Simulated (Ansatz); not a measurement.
# HfF4 + H2O: a complex and its separated parts, part 2 of 2

Ansatz 0.2.0, Gaussian basis.

**13. CAM-B3LYP-D4/def2-TZVPP**

The inputs:

parta/in.yaml

```yaml
crystal:
  periodic: [false, false, false]
  atoms:
    - {symbol: Hf, position_ang: [-0.116300, -0.318797, -0.998938]}
    - {symbol: F, position_ang: [1.297695, -1.144433, -0.041122]}
    - {symbol: F, position_ang: [0.055949, -0.714320, -2.846169]}
    - {symbol: F, position_ang: [-1.778613, -0.976104, -0.363997]}
    - {symbol: F, position_ang: [-0.040291, 1.559538, -0.744873]}
basis:
  gaussian: {orbitals: def2-TZVPP}
hamiltonian: {xc: {name: CAM-B3LYP}, dispersion: d4}
```

partb/in.yaml

```yaml
crystal:
  periodic: [false, false, false]
  atoms:
    - {symbol: H, position_ang: [0.643262, -0.042901, 1.958402]}
    - {symbol: O, position_ang: [-0.057388, 0.347367, 1.431569]}
    - {symbol: H, position_ang: [-0.004213, 1.289647, 1.604928]}
basis:
  gaussian: {orbitals: def2-TZVPP}
hamiltonian: {xc: {name: CAM-B3LYP}, dispersion: d4}
```

The same command starts each run, in its folder.

On the command line:

```
ansatz run in.yaml --threads 8 --pin off --events-out ev --progress --plain --max-ram 19148MiB
```

Output in parta, cut to the lines that bear on the results:

```text
Functional definition: CAM-B3LYP
  name "CAM-B3LYP"
  cite "Yanai, Tew & Handy, Chem. Phys. Lett. 393, 51 (2004) doi:10.1016/j.cplett.2004.06.011"
  cite "Iikura, Tsuneda, Yanai & Hirao, J. Chem. Phys. 115, 3540 (2001) doi:10.1063/1.1383587"
  cite "Becke, Phys. Rev. A 38, 3098 (1988) doi:10.1103/PhysRevA.38.3098"
  cite "Lee, Yang & Parr, Phys. Rev. B 37, 785 (1988) doi:10.1103/PhysRevB.37.785"
[...]
  # Exact exchange under (alpha + beta erf(omega r))/r, Becke's under what is left of 1/r.
[...]
982 factors; their error is unknown
209 factors; integrals over basis functions are off by at most 1.9e-5 eV
[...]
mean field -12185.57971482 eV, -447.8117948369 hartree, gradient 1.6e-5 eV, S^2 0.000000; 0 other end points of the search recorded, 0 dependent functions left out
reference -12185.57983642 eV, -447.8117993059 hartree; 24, 24 occupied and 156, 156 virtual orbitals, 982 factors
Total energy: -12185.64546229 eV, -447.8142110119 hartree
```

partb printed, cut to the lines that bear on the results:

```text
[... 6 set-up lines as earlier in the session ...]
[...]
  # Exact exchange under (alpha + beta erf(omega r))/r, Becke's under what is left of 1/r.
[...]
269 factors; their error is unknown
72 factors; integrals over basis functions are off by at most 1.6e-5 eV
[...]
mean field -2079.99968581 eV, -76.4385785791 hartree, gradient 1.1e-5 eV, S^2 0.000000; 0 other end points of the search recorded, 0 dependent functions left out
reference -2079.99975324 eV, -76.4385810571 hartree; 5, 5 occupied and 54, 54 virtual orbitals, 269 factors
Total energy: -2080.00381917 eV, -76.4387304772 hartree
```

They took 2.6 s (parta), 1.1 s (partb) on 8 threads of Intel Xeon at 2.50GHz, shared host; peak memory 0.5 GiB.

**14. wB97X-V/def2-TZVPP**

Each input of step 13 (parta, partb) changes in the same lines:

```diff
-hamiltonian: {xc: {name: CAM-B3LYP}, dispersion: d4}
+hamiltonian: {xc: {name: wB97X-V}}
```

One command serves all of them, each in its own folder.

On the command line:

```
ansatz run in.yaml --threads 8 --pin off --events-out ev --progress --plain --max-ram 19148MiB
```

Output in parta, cut to the lines that bear on the results:

```text
Functional definition: wB97X-V
  name "wB97X-V"
  cite "Mardirossian & Head-Gordon, Phys. Chem. Chem. Phys. 16, 9904 (2014) doi:10.1039/C3CP54374A"
[... 2 set-up lines as earlier in the session ...]
[...]
      + integral(e_c_pw_opposite_spin*poly(b97_u_opposite, cos0, cos1)) + vv10(b, c)
982 factors; their error is unknown
201 factors; integrals over basis functions are off by at most 1.1e-5 eV
[...]
mean field -12184.56593080 eV, -447.7745389615 hartree, gradient 2.2e-5 eV, S^2 0.000000; 0 other end points of the search recorded, 0 dependent functions left out
reference -12184.56592845 eV, -447.7745388750 hartree; 24, 24 occupied and 156, 156 virtual orbitals, 982 factors
Total energy: -12184.56592845 eV, -447.7745388750 hartree
```

Log of partb, cut to the lines that bear on the results:

```text
[... 5 set-up lines as earlier in the session ...]
[...]
      + integral(e_c_pw_opposite_spin*poly(b97_u_opposite, cos0, cos1)) + vv10(b, c)
269 factors; their error is unknown
69 factors; integrals over basis functions are off by at most 2.2e-5 eV
[...]
mean field -2079.88767207 eV, -76.4344621502 hartree, gradient 2.2e-5 eV, S^2 0.000000; 0 other end points of the search recorded, 0 dependent functions left out
reference -2079.88767118 eV, -76.4344621173 hartree; 5, 5 occupied and 54, 54 virtual orbitals, 269 factors
Total energy: -2079.88767118 eV, -76.4344621173 hartree
```

Wall times: 5.5 s (parta), 1.3 s (partb) on 8 threads of Intel Xeon at 2.50GHz, shared host; peak memory 0.5 GiB.

**15. wB97M-V/def2-TZVPP**

The same edit goes into each in.yaml of step 14 (parta, partb):

```diff
-hamiltonian: {xc: {name: wB97X-V}}
+hamiltonian: {xc: {name: wB97M-V}}
```

Each run has its own folder and the same command.

On the command line:

```
ansatz run in.yaml --threads 8 --pin off --events-out ev --progress --plain --max-ram 19148MiB
```

Log of parta, cut to the lines that bear on the results:

```text
Functional definition: wB97M-V
  name "wB97M-V"
  cite "Mardirossian & Head-Gordon, J. Chem. Phys. 144, 214110 (2016) doi:10.1063/1.4952647"
[... 2 set-up lines as earlier in the session ...]
  # Of w^i u^j: cxij and so on, Table III.
[...]
  gx(w, u) = 1 - cx + cx01*u + cx10*w
[...]
      + integral(e_c_pw_mod_opposite_spin*gos(b97_w_opposite, b97_u_opposite)) + vv10(b, c)
982 factors; their error is unknown
201 factors; integrals over basis functions are off by at most 1.1e-5 eV
[...]
mean field -12184.31180704 eV, -447.7652000855 hartree, gradient 2.2e-5 eV, S^2 0.000000; 0 other end points of the search recorded, 0 dependent functions left out
reference -12184.31186524 eV, -447.7652022244 hartree; 24, 24 occupied and 156, 156 virtual orbitals, 982 factors
Total energy: -12184.31186524 eV, -447.7652022244 hartree
```

Log of partb, cut to the lines that bear on the results:

```text
[... 5 set-up lines as earlier in the session ...]
  # Of w^i u^j: cxij and so on, Table III.
[...]
  gx(w, u) = 1 - cx + cx01*u + cx10*w
[...]
      + integral(e_c_pw_mod_opposite_spin*gos(b97_w_opposite, b97_u_opposite)) + vv10(b, c)
269 factors; their error is unknown
69 factors; integrals over basis functions are off by at most 2.2e-5 eV
[...]
mean field -2079.85938280 eV, -76.4334225386 hartree, gradient 2.9e-5 eV, S^2 0.000000; 0 other end points of the search recorded, 0 dependent functions left out
reference -2079.85940481 eV, -76.4334233474 hartree; 5, 5 occupied and 54, 54 virtual orbitals, 269 factors
Total energy: -2079.85940481 eV, -76.4334233474 hartree
```

Times: 6.5 s (parta), 1.3 s (partb) on 8 threads of Intel Xeon at 2.50GHz, shared host; peak memory 0.52 GiB.

**16. B2PLYP/def2-TZVPP**

Each input of step 15 (parta, partb) changes in the same lines:

```diff
-hamiltonian: {xc: {name: wB97M-V}}
+hamiltonian: {xc: {name: B2PLYP}}
```

One command serves all of them, each in its own folder.

On the command line:

```
ansatz run in.yaml --threads 8 --pin off --events-out ev --progress --plain --max-ram 19148MiB
```

Log of parta, cut to the lines that bear on the results:

```text
Functional definition: B2PLYP
  name "B2PLYP"
  cite "Grimme, J. Chem. Phys. 124, 034108 (2006) doi:10.1063/1.2148954"
[... 2 set-up lines as earlier in the session ...]
[...]
1195 factors; integrals over basis functions are off by at most 1.1e-3 eV
[...]
mean field -12169.04944265 eV, -447.2043185395 hartree, gradient 4.9e-6 eV, S^2 0.000000; 0 other end points of the search recorded, 0 dependent functions left out
4 core orbitals not correlated: weight in the atoms' cores, before any rotation towards them, 1.000 or more for the frozen orbitals, at most 0.000 for the correlated occupied ones
reference -12169.04959639 eV, -447.2043241893 hartree; 20, 20 occupied and 156, 156 virtual orbitals, 1195 factors
second order -42.94098488 eV of doubles, -0.00000000 eV of singles
Total energy: -12180.64366231 eV, -447.6303982530 hartree
```

Log of partb, cut to the lines that bear on the results:

```text
[... 5 set-up lines as earlier in the session ...]
[...]
361 factors; integrals over basis functions are off by at most 7.6e-4 eV
[...]
mean field -2077.03829017 eV, -76.3297492968 hartree, gradient 8.4e-7 eV, S^2 0.000000; 0 other end points of the search recorded, 0 dependent functions left out
1 core orbitals not correlated: weight in the atoms' cores, before any rotation towards them, 1.000 or more for the frozen orbitals, at most 0.000 for the correlated occupied ones
reference -2077.03837520 eV, -76.3297524214 hartree; 4, 4 occupied and 54, 54 virtual orbitals, 361 factors
second order -8.41868805 eV of doubles, -0.00000000 eV of singles
Total energy: -2079.31142097 eV, -76.4132853128 hartree
```

They took 8.1 s (parta), 1.4 s (partb) on 8 threads of Intel Xeon at 2.50GHz, shared host; peak memory 0.5 GiB.

**17. PBE-QIDH/def2-TZVPP**

The same edit goes into each in.yaml of step 16 (parta, partb):

```diff
-hamiltonian: {xc: {name: B2PLYP}}
+hamiltonian: {xc: {name: PBE-QIDH}}
```

One command serves all of them, each in its own folder.

On the command line:

```
ansatz run in.yaml --threads 8 --pin off --events-out ev --progress --plain --max-ram 19148MiB
```

parta printed, cut to the lines that bear on the results:

```text
Functional definition: PBE-QIDH
  name "PBE-QIDH"
  cite "Brémond, Sancho-García, Pérez-Jiménez & Adamo, J. Chem. Phys. 141, 031101 (2014) doi:10.1063/1.4890314"
[... 1 set-up line as earlier in the session ...]
[...]
1195 factors; integrals over basis functions are off by at most 1.1e-3 eV
[...]
mean field -12161.40772608 eV, -446.9234906352 hartree, gradient 6.1e-6 eV, S^2 0.000000; 0 other end points of the search recorded, 0 dependent functions left out
4 core orbitals not correlated: weight in the atoms' cores, before any rotation towards them, 1.000 or more for the frozen orbitals, at most 0.000 for the correlated occupied ones
reference -12161.40774080 eV, -446.9234911761 hartree; 20, 20 occupied and 156, 156 virtual orbitals, 1195 factors
second order -39.98884301 eV of doubles, -0.00000000 eV of singles
Total energy: -12174.73735513 eV, -447.4133454678 hartree
```

partb printed, cut to the lines that bear on the results:

```text
[... 4 set-up lines as earlier in the session ...]
[...]
361 factors; integrals over basis functions are off by at most 7.6e-4 eV
[...]
mean field -2075.58437172 eV, -76.2763187789 hartree, gradient 2.2e-6 eV, S^2 0.000000; 0 other end points of the search recorded, 0 dependent functions left out
1 core orbitals not correlated: weight in the atoms' cores, before any rotation towards them, 1.000 or more for the frozen orbitals, at most 0.000 for the correlated occupied ones
reference -2075.58437721 eV, -76.2763189808 hartree; 4, 4 occupied and 54, 54 virtual orbitals, 361 factors
second order -7.85896140 eV of doubles, -0.00000000 eV of singles
Total energy: -2078.20403101 eV, -76.3725894823 hartree
```

Wall times: 9 s (parta), 1.3 s (partb) on 8 threads of Intel Xeon at 2.50GHz, shared host; peak memory 0.5 GiB.

**18. RPA on PBE/def2-TZVPP**

The same edit goes into each in.yaml of step 17 (parta, partb):

```diff
-hamiltonian: {xc: {name: PBE-QIDH}}
+hamiltonian: {xc: pbe}
+correlation: {method: rpa}
```

One command serves all of them, each in its own folder.

On the command line:

```
ansatz run in.yaml --threads 8 --pin off --events-out ev --progress --plain --max-ram 19148MiB
```

Log of parta, cut to the lines that bear on the results:

```text
[... 4 set-up lines as earlier in the session ...]
[...]
1195 factors; integrals over basis functions are off by at most 1.1e-3 eV
[...]
mean field -12179.35135390 eV, -447.5829067951 hartree, gradient 1.7e-6 eV, S^2 0.000000; 0 other end points of the search recorded, 0 dependent functions left out
4 core orbitals not correlated: weight in the atoms' cores, before any rotation towards them, 1.000 or more for the frozen orbitals, at most 0.000 for the correlated occupied ones
reference -12127.78263535 eV, -445.6877913427 hartree; 20, 20 occupied and 156, 156 virtual orbitals, 1195 factors
Total energy: -12180.46523965 eV, -447.6238413413 hartree
```

Log of partb, cut to the lines that bear on the results:

```text
[... 4 set-up lines as earlier in the session ...]
[...]
361 factors; integrals over basis functions are off by at most 7.6e-4 eV
[...]
mean field -2078.40754358 eV, -76.3800684315 hartree, gradient 2.1e-6 eV, S^2 0.000000; 0 other end points of the search recorded, 0 dependent functions left out
1 core orbitals not correlated: weight in the atoms' cores, before any rotation towards them, 1.000 or more for the frozen orbitals, at most 0.000 for the correlated occupied ones
reference -2069.53699216 eV, -76.0540816791 hartree; 4, 4 occupied and 54, 54 virtual orbitals, 361 factors
Total energy: -2080.48259762 eV, -76.4563252609 hartree
```

Wall times: 7.5 s (parta), 1.3 s (partb) on 8 threads of Intel Xeon at 2.50GHz, shared host; peak memory 0.5 GiB.

**19. CCSD(T)/def2-TZVPP**

Each input of step 18 (parta, partb) changes in the same lines:

```diff
-hamiltonian: {xc: pbe}
-correlation: {method: rpa}
+correlation: {method: ccsd_t}
```

The same command starts each run, in its folder.

On the command line:

```
ansatz run in.yaml --threads 8 --pin off --events-out ev --progress --plain --max-ram 19148MiB
```

Output in parta, cut to the lines that bear on the results:

```text
Functional definition: HF
  name "HF"
  cite "Fock, Z. Phys. 61, 126 (1930) doi:10.1007/BF01340294"
[... 1 set-up line as earlier in the session ...]
[...]
1195 factors; integrals over basis functions are off by at most 1.1e-3 eV
[...]
mean field -12130.22158031 eV, -445.7774209169 hartree, gradient 5.8e-7 eV, S^2 0.000000; 0 other end points of the search recorded, 0 dependent functions left out
4 core orbitals not correlated: weight in the atoms' cores, before any rotation towards them, 1.000 or more for the frozen orbitals, at most 0.000 for the correlated occupied ones
reference -12130.22158031 eV, -445.7774209169 hartree; 20, 20 occupied and 156, 156 virtual orbitals, 1195 factors
second order -35.89516331 eV of doubles, -0.00000000 eV of singles
cycle   1  -34.59954111 eV  change     1.3e0 eV  update   1.6e-1
[...]
cycle   9  -35.57147797 eV  change    4.2e-6 eV  update   2.4e-5
perturbative correction -1.15923155 eV, -0.0426009736 hartree
Total energy: -12166.95228982 eV, -447.1272495945 hartree
```

Log of partb, cut to the lines that bear on the results:

```text
[... 4 set-up lines as earlier in the session ...]
[...]
361 factors; integrals over basis functions are off by at most 7.6e-4 eV
[...]
mean field -2069.76243433 eV, -76.0623665264 hartree, gradient 3.6e-6 eV, S^2 0.000000; 0 other end points of the search recorded, 0 dependent functions left out
1 core orbitals not correlated: weight in the atoms' cores, before any rotation towards them, 1.000 or more for the frozen orbitals, at most 0.000 for the correlated occupied ones
reference -2069.76243433 eV, -76.0623665264 hartree; 4, 4 occupied and 54, 54 virtual orbitals, 361 factors
second order -7.10554388 eV of doubles, -0.00000000 eV of singles
cycle   1  -7.11161174 eV  change   -6.1e-3 eV  update   4.1e-2
[...]
cycle   8  -7.26606337 eV  change    3.1e-6 eV  update   7.2e-6
perturbative correction -0.20740059 eV, -0.0076218313 hartree
Total energy: -2077.23589830 eV, -76.3370112613 hartree
```

They took 61 s (parta), 1.7 s (partb) on 8 threads of Intel Xeon at 2.50GHz, shared host; peak memory 2.3 GiB.

**20. Vibrations of HfF4**

Contents of vib-parta/in.yaml:

```yaml
crystal:
  periodic: [false, false, false]
  atoms:
    - {symbol: Hf, position_ang: [-0.116300, -0.318797, -0.998938]}
    - {symbol: F, position_ang: [1.297695, -1.144433, -0.041122]}
    - {symbol: F, position_ang: [0.055949, -0.714320, -2.846169]}
    - {symbol: F, position_ang: [-1.778613, -0.976104, -0.363997]}
    - {symbol: F, position_ang: [-0.040291, 1.559538, -0.744873]}
basis:
  gaussian: {orbitals: def2-TZVP}
hamiltonian: {xc: pbe0, dispersion: d4}
phonons: {temperatures: {t_min: 298.15, t_max: 900, t_step: 200}}
```

On the command line:

```
ansatz run in.yaml --threads 8 --pin off --events-out ev --progress --plain --max-ram 19148MiB
```

Standard output, cut to the lines that bear on the results:

```text
[... 5 set-up lines as earlier in the session ...]
[...]
1017 factors; their error is unknown
[...]
mean field -12177.90080463 eV, -447.5296000927 hartree, gradient 6.6e-5 eV, S^2 0.000000; 0 other end points of the search recorded, 0 dependent functions left out
[...]
Atom 2 at     0.055949    -0.714320    -2.846169 Å, force     0.000155    -0.000382    -0.001704 eV/Å
Atom 3 at    -1.778613    -0.976104    -0.363997 Å, force    -0.001046    -0.000357     0.000579 eV/Å
Atom 4 at    -0.040291     1.559538    -0.744873 Å, force     0.000142     0.001380     0.000474 eV/Å
Dipole moment:     0.000032     0.000056     0.000160 e Å
Vibrations: 164.60 164.61 164.62 169.22 169.23 653.71 653.72 653.74 678.16 cm⁻¹, zero-point energy 0.215213 eV
```

Wall time 75 s (8 threads of Intel Xeon at 2.50GHz, shared host); peak memory 0.5 GiB.

Wavenumbers and character of the modes:

```tsv
mode	wavenumber (cm⁻¹)	character
1	165	bend
2	165	bend
3	165	bend
4	169	bend
5	169	bend
6	654	Hf–F stretch
7	654	Hf–F stretch
8	654	Hf–F stretch
9	678	Hf–F stretch
```

Vibrational sums (real modes only):

```tsv
T (K)	entropy (J/mol/K)	heat capacity (J/mol/K)
298	57.8	54.6
498	88.9	65.6
698	111.7	69.7
898	129.6	71.7
```

**21. Vibrations of H2O**

Contents of vib-partb/in.yaml:

```yaml
crystal:
  periodic: [false, false, false]
  atoms:
    - {symbol: H, position_ang: [0.643262, -0.042901, 1.958402]}
    - {symbol: O, position_ang: [-0.057388, 0.347367, 1.431569]}
    - {symbol: H, position_ang: [-0.004213, 1.289647, 1.604928]}
basis:
  gaussian: {orbitals: def2-TZVP}
hamiltonian: {xc: pbe0, dispersion: d4}
phonons: {temperatures: {t_min: 298.15, t_max: 900, t_step: 200}}
```

On the command line:

```
ansatz run in.yaml --threads 8 --pin off --events-out ev --progress --plain --max-ram 19148MiB
```

Standard output, cut to the lines that bear on the results:

```text
[... 5 set-up lines as earlier in the session ...]
[...]
239 factors; their error is unknown
[...]
mean field -2078.33307684 eV, -76.3773318289 hartree, gradient 1.2e-5 eV, S^2 0.000000; 0 other end points of the search recorded, 0 dependent functions left out
[...]
Total energy: -2078.33734663 eV, -76.3774887411 hartree
Atom 0 at     0.643262    -0.042901     1.958402 Å, force     0.000387    -0.000256     0.000286 eV/Å
Atom 1 at    -0.057388     0.347367     1.431569 Å, force    -0.000388    -0.000284    -0.000361 eV/Å
Atom 2 at    -0.004213     1.289647     1.604928 Å, force     0.000001     0.000540     0.000075 eV/Å
Dipole moment:     0.277958     0.203544     0.258182 e Å
Vibrations: 1622.86 3851.79 3959.52 cm⁻¹, zero-point energy 0.584844 eV
```

Wall time 3.9 s (8 threads of Intel Xeon at 2.50GHz, shared host); peak memory 0.5 GiB.

Wavenumbers and character of the modes:

```tsv
mode	wavenumber (cm⁻¹)	character
1	1623	bend
2	3852	O–H stretch
3	3960	O–H stretch
```

Vibrational sums (real modes only):

```tsv
T (K)	entropy (J/mol/K)	heat capacity (J/mol/K)
298	0.0	0.2
498	0.4	1.7
698	1.4	3.9
898	2.6	6.1
```

**22. Complex less separated parts**

The complex's own energies come from single points at the same levels.

Rows are in def2-TZVPP; times add the 3 runs of a level on a shared host, so small differences are noise.

Differences are taken before rounding.

```tsv
method	rung	complex less parts (eV)	from CCSD(T) (eV)	time
SPW92	LDA	-1.073	-0.137	8.2 s
PBE-D4	GGA	-0.772	+0.164	10 s
BLYP-D4	GGA	-0.739	+0.197	9.9 s
r2SCAN-D4	meta-GGA	-0.891	+0.045	13 s
B97M-V	meta-GGA	-0.889	+0.047	20 s
PBE0-D4	hybrid	-0.833	+0.103	13 s
B3LYP-D4	hybrid	-0.815	+0.120	14 s
r2SCAN0-D4	hybrid	-0.924	+0.012	17 s
BHLYP-D4	hybrid	-0.922	+0.014	10 s
CAM-B3LYP-D4	range-separated hybrid	-0.905	+0.031	13 s
wB97X-V	range-separated hybrid	-0.885	+0.051	20 s
wB97M-V	range-separated hybrid	-0.909	+0.027	23 s
B2PLYP	double hybrid	-0.822	+0.114	24 s
PBE-QIDH	double hybrid	-0.890	+0.046	24 s
RPA on PBE	RPA	-0.899	+0.036	22 s
Hartree-Fock	wavefunction	-0.799	+0.137	
MP2	wavefunction	-0.921	+0.015	
CCSD	wavefunction	-0.926	+0.009	
CCSD(T)	wavefunction	-0.936	0	5.4 min
```

Among the levels timed on like hardware and quicker than the yardstick, those that no quicker one beats, quickest first: SPW92 (8.2 s, -0.137 eV); BHLYP-D4 (10 s, +0.014 eV); r2SCAN0-D4 (17 s, +0.012 eV).

r2SCAN0-D4 reaches 0.012 eV from the reference in 17 s, where CCSD(T) took 5.4 min; the quickest level in the cost chart, SPW92, takes 8.2 s and misses by 0.137 eV.

The complex's zero-point energy, from a separate PBE0-D4 run, is 0.894 eV.

**23. Outcome**

The summary covers parts 1 to 2.

```
                              quantity      value
complex less parts, CCSD(T)/def2-TZVPP  -0.936 eV
                with zero-point energy  -0.842 eV
                 largest T1 diagnostic      0.016
```

At CCSD(T) the complex lies 0.936 eV below its parts. r2SCAN0-D4 is the best functional here (+0.012 eV from CCSD(T)); BLYP-D4 is the worst (+0.197 eV). Mean unsigned error by rung: LDA 0.137, GGA 0.181, meta-GGA 0.046, hybrid 0.062, range-separated hybrid 0.036, double hybrid 0.080 eV. PBE-D4 gives a relative energy 0.164 eV too high, outside chemical accuracy (1 kcal/mol, 0.043 eV). No counterpoise was applied, and triple zeta lacks some correlation, so the CCSD(T) reference has a basis error of its own, and close matches with it are partly luck.
